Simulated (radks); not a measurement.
# Ionising cadmium step by step, Cd to Cd²³⁺

An exercise on one series of results from a longer session: the logs are not shown, and one member is left open.

The numbers are computed with radks (a radial shooting solver on a logarithmic mesh, Libxc functionals) version 1 (non-relativistic Kohn-Sham, PBE, spin-polarised, spherical densities, point nucleus; open shells are filled with parallel spins first), except any that are marked as measured or tabulated.

### Starting point

```
element             : cadmium (Z = 48)
charges             : 0 to 23
first configuration : [Kr] 4d10 5s2
last configuration  : [Ar] 3d7
```

The outer shells:

Cd
```
[Kr] core
4d [↑↓][↑↓][↑↓][↑↓][↑↓]
5s [↑↓]
```

Cd²³⁺
```
[Ar] core
3d [↑↓][↑↓][↑ ][↑ ][↑ ]
```

Set-up of the first run:

The run's settings:

```text
Z 48
configuration [Kr] 4d10 5s2
relativity non-relativistic
functional pbe,pbe
spin polarised
nucleus point
```

Steps of the session up to this table: Cd, [Kr] 4d10 5s2.

One of the session's tables, all rows but one given; the rest of the session is left out.

It belongs to the step «Cd, [Kr] 4d10 5s2». From the orbitals of this run (lengths in bohr):

```
level     <r>  outermost maximum (interpolated)  90 % within  nodes
   2p  0.1173                            0.0913        0.190      0
   3s  0.3712                             0.336        0.545      2
   3p  0.3628                             0.323        0.545      1
   3d  0.3346                             0.266        0.528      0
   4s  0.9098                             0.822         1.32      3
   4p       ?                                 ?            ?      ?
   4d   1.274                             0.975         2.03      1
   5s   3.033                              2.44         4.62      4
```

Estimate the missing values for 4p.

**Answer.** <r>: 0.9738; outermost maximum (interpolated): 0.857; 90 % within: 1.44; nodes: 2. In the column «<r>» it lies between 4s (0.9098) and 4d (1.274).

Caveats from the session: Relativity is left out here, which matters for elements this heavy. Open shells are spherical and high-spin; term and fine-structure splittings are not resolved.
